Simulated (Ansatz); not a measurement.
# SnO: the cost of one run

Program: Ansatz 0.2.0. Level of theory: DFT PBEsol, scalar-relativistic, plane waves, PAW. These are calculated values, not measurements.

1 further run of the same task is left out (set aside as unsound or not needed).

## Step 1: Starting point

The structure is orthorhombic, space group Cmce (No. 64). The conventional cell has a = 5.381 Å, b = 5.381 Å, c = 9.495 Å, α = 90.00°, β = 90.00°, γ = 90.00°. Sn (site symmetry m) is surrounded by 4 O at 2.22 Å. Around O (site symmetry 2) lie 4 Sn at 2.22 Å.

As a file:

```
CELL_PARAMETERS angstrom
2.69046 -2.69048 0.00000
2.69046 2.69048 0.00000
0.00000 0.00000 9.49482
ATOMIC_POSITIONS crystal
Sn 0.99919 0.00081 0.99986
Sn 0.00081 0.99919 0.49986
Sn 0.50081 0.49919 0.25714
Sn 0.49919 0.50081 0.75714
O 0.00078 0.49922 0.37850
O 0.99922 0.50078 0.87850
O 0.50078 0.99922 0.37850
O 0.49922 0.00078 0.87850
```

This cell was relaxed beforehand with the same method: volume 17.18 Å³/atom, gap on the mesh none (metal).

## Step 2: The undisturbed cell

Input file input.yaml:

```yaml
crystal:
  lattice:
    - [2.6904552953, -2.6904757091, 0.0]
    - [2.6904552953, 2.6904757091, 0.0]
    - [0.0, 0.0, 9.494819846]
  atoms:
    - { symbol: Sn, position: [0.9991871001, 0.0008128999, 0.9998642615] }
    - { symbol: Sn, position: [0.0008128999, 0.9991871001, 0.4998642615] }
    - { symbol: Sn, position: [0.5008068795, 0.4991931205, 0.2571398304] }
    - { symbol: Sn, position: [0.4991931205, 0.5008068795, 0.7571398304] }
    - { symbol: O, position: [0.000780687, 0.4992220768, 0.378497954] }
    - { symbol: O, position: [0.999219313, 0.5007779232, 0.878497954] }
    - { symbol: O, position: [0.5007779232, 0.999219313, 0.378497954] }
    - { symbol: O, position: [0.4992220768, 0.000780687, 0.878497954] }
basis:
  ecutwfc: 420
kpoints:
  mp_grid: { grid: [10, 10, 4] }
hamiltonian:
  xc: pbesol
scf:
  occupations: { method: gaussian, width: 0.15 }
output:
  forces: true
  stress: true
  eigenvalues: true
  write_density: true
  write_potential: true
  elf: true
  volumetric_format: npy
```

Started as:

```
> ansatz run input.yaml --threads 2 --pin off --max-ram 5120MiB --backend cpu --events-out ev --progress --plain --runs-dir out
```

**Question.** How long does this run take on 2 threads of Intel Xeon at 2.50GHz (Skylake/Cascade Lake), shared host, and how much memory does it need?

About 45 s, with a peak of 0.7 GiB.
